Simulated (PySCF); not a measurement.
# F6SSn2 ((F3Sn)2S): the cost of one run

Programs: PySCF 2.14.0, with routines of our own; each step states its level. All values are computed. Atoms count from 0.

## Step 1: The system as given

9 atoms, charge 0, multiplicity 1; geometry from: GFN2-xTB.

## Step 2: Relaxing the molecule at PBE0-D3(BJ)/def2-SVP

What the job is given:

```
{"job": {"xc": "PBE0", "basis": "def2-SVP", "d3": "d3bj", "grid": 1, "maxiter": 30, "shake": 0.03, "kind": "geom"}, "charge": 0, "multiplicity": 1}
Sn    -0.904100     0.149550     1.625780
F      0.644800     0.488400     2.679110
F     -1.479820    -1.689910     1.738700
F     -2.291860     1.180590     2.569190
S     -0.948800     1.156060    -0.667750
Sn     0.831340    -0.040270    -1.745780
F      0.262580    -0.997070    -3.358250
F      2.381620     1.105100    -2.340100
F      1.637000    -1.421880    -0.526540
```

Launch:

```bash
$ OMP_NUM_THREADS=1 python heavy_run.py task.json out
```

One launch serves the whole session: the jobs run in the order shown.

Q: Estimate the wall time and peak memory of this first job on 1 thread of Arm Neoverse V2, shared host.

About 4.1 min, with a peak of 0.64 GiB.
